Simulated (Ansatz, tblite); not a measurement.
**The cluster Cu₃H₆−: rung by rung**

How do method and basis change the picture of the cluster Cu₃H₆− (singlet)?

The runs use Ansatz 0.2.0, Gaussian basis; as each input shows.

The runs, in order: GFN1-xTB, GFN2-xTB, PBE-D4/def2-TZVPD, r2SCAN-D4/def2-TZVPD, B3LYP-D4/def2-TZVPD, ωB97X-V/def2-TZVPD, CAM-B3LYP-D4/def2-TZVPD, PBE-QIDH/def2-TZVPD, B97M-V/def2-TZVPD, r2SCAN0-D4/def2-TZVPD, revPBE-D4/def2-TZVPD, PBE-D4/def2-SVPD, PBE0-D4/def2-SVPD, HF/STO-3G, HF/6-31G, B3LYP-D4/6-31G, CCSD(T)/def2-SVPD, MP2/def2-TZVPD, RPA/def2-TZVPD.

### Step 1. The relaxed structure

The geometry is that of the singlet, from an earlier relaxation (r2SCAN-D4/def2-SVPD). At that level it is the lowest of the isomers that a small search found.

9 atoms, charge -1, spin multiplicity 1.

Bond lengths: Cu1–Cu2 2.471 Å, Cu1–H5 1.709 Å, Cu1–H6 1.549 Å, Cu1–H9 1.675 Å, Cu2–Cu3 2.469 Å, Cu2–H5 1.603 Å, Cu2–H7 1.513 Å, Cu2–H8 1.561 Å, Cu2–H9 1.560 Å, Cu3–H4 1.549 Å, Cu3–H5 1.710 Å, Cu3–H8 1.675 Å. Angles: Cu2–Cu1–H5 40.1°, Cu2–Cu1–H6 175.6°, Cu2–Cu1–H9 38.5°, H5–Cu1–H6 135.5°, H5–Cu1–H9 78.6°, H6–Cu1–H9 145.9°, Cu1–Cu2–Cu3 86.9°, Cu1–Cu2–H5 43.4°, Cu1–Cu2–H7 136.4°, Cu1–Cu2–H8 128.8°, Cu1–Cu2–H9 42.0°, Cu3–Cu2–H5 43.5°, Cu3–Cu2–H7 136.7°, Cu3–Cu2–H8 42.0°, Cu3–Cu2–H9 128.8°, H5–Cu2–H7 179.8°, H5–Cu2–H8 85.4°, H5–Cu2–H9 85.4° and more.

No spin-orbit coupling is included. The ion is computed in the gas phase, without counter-ions or solvent.

PBE0-D4/def2-TZVPD was run before; its log isn't repeated, and its numbers join the tables.

### Step 2. GFN1-xTB

Tight binding, by tblite at 300 K electronic temperature and without a spin-polarisation term:

```python
tblite.interface.Calculator('GFN1-xTB', numbers, positions, charge=-1, uhf=0).singlepoint()
```

Energy -463.4527 eV, HOMO -6.67 eV, LUMO -4.81 eV; 0.005 s.

### Step 3. GFN2-xTB

Tight binding, by tblite at 300 K electronic temperature and without a spin-polarisation term:

```python
tblite.interface.Calculator('GFN2-xTB', numbers, positions, charge=-1, uhf=0).singlepoint()
```

Energy -408.7250 eV, HOMO -4.57 eV, LUMO -3.24 eV; 0.005 s.

### Step 4. PBE-D4/def2-TZVPD

start.molden holds the orbitals of an earlier run on this state, given as this run's starting guess.

Input file in.yaml:

```yaml
crystal:
  periodic: [false, false, false]
  atoms:
    - {symbol: Cu, position_ang: [-0.618523, 1.457440, -0.919230]}
    - {symbol: Cu, position_ang: [0.790738, 0.265240, 0.723124]}
    - {symbol: Cu, position_ang: [-0.357064, -1.799512, 0.005438]}
    - {symbol: H, position_ang: [-1.189779, -3.005312, -0.496036]}
    - {symbol: H, position_ang: [-0.321059, -0.130183, -0.361900]}
    - {symbol: H, position_ang: [-1.553368, 2.101509, -1.973255]}
    - {symbol: H, position_ang: [1.838235, 0.644068, 1.747370]}
    - {symbol: H, position_ang: [0.847567, -1.262601, 1.038182]}
    - {symbol: H, position_ang: [0.563254, 1.729371, 0.236315]}
basis:
  gaussian: {orbitals: def2-TZVPD, initial_orbitals: start.molden}
total_charge: -1
hamiltonian: {xc: pbe, dispersion: d4}
scf: {omitted_lower_state_checks: [starts]}
output: {orbitals: {seedname: orbitals}}
```

Command:

```sh
$ ansatz run in.yaml --threads 4 --pin off --events-out ev --progress --plain --max-ram 3916MiB
```

After this run come: r2SCAN-D4/def2-TZVPD; B3LYP-D4/def2-TZVPD; ωB97X-V/def2-TZVPD; CAM-B3LYP-D4/def2-TZVPD; PBE-QIDH/def2-TZVPD; B97M-V/def2-TZVPD; r2SCAN0-D4/def2-TZVPD; revPBE-D4/def2-TZVPD; PBE-D4/def2-SVPD; PBE0-D4/def2-SVPD; HF/STO-3G; HF/6-31G; B3LYP-D4/6-31G; CCSD(T)/def2-SVPD; MP2/def2-TZVPD; RPA/def2-TZVPD.

Q: Predict the results of all the runs planned. Wanted: gap in def2-TZVPD, named functionals, smallest and largest; correlation energy, CCSD(T)/def2-SVPD; correlation energy, MP2/def2-TZVPD; PBE0 total energy, smallest basis above largest.

As calculated:

| quantity | value |
| --- | --- |
| gap in def2-TZVPD, named functionals, smallest and largest | 2.20 eV (revPBE-D4), 7.96 eV (ωB97X-V) |
| correlation energy, CCSD(T)/def2-SVPD | -31.14 eV |
| correlation energy, MP2/def2-TZVPD | -42.00 eV |
| PBE0 total energy, smallest basis above largest | 19.27 eV (def2-SVPD, def2-TZVPD) |

**Reading.** Orbital gaps of the named functionals in def2-TZVPD span 2.20 eV (revPBE-D4) to 7.96 eV (ωB97X-V); exact exchange widens it. Notes on CCSD(T)/def2-SVPD and its Hartree-Fock reference, which MP2 shares: restricted state is unstable towards broken spin symmetry.

The anion's highest level is positive in at least one run, so there the basis alone may hold the extra electron.
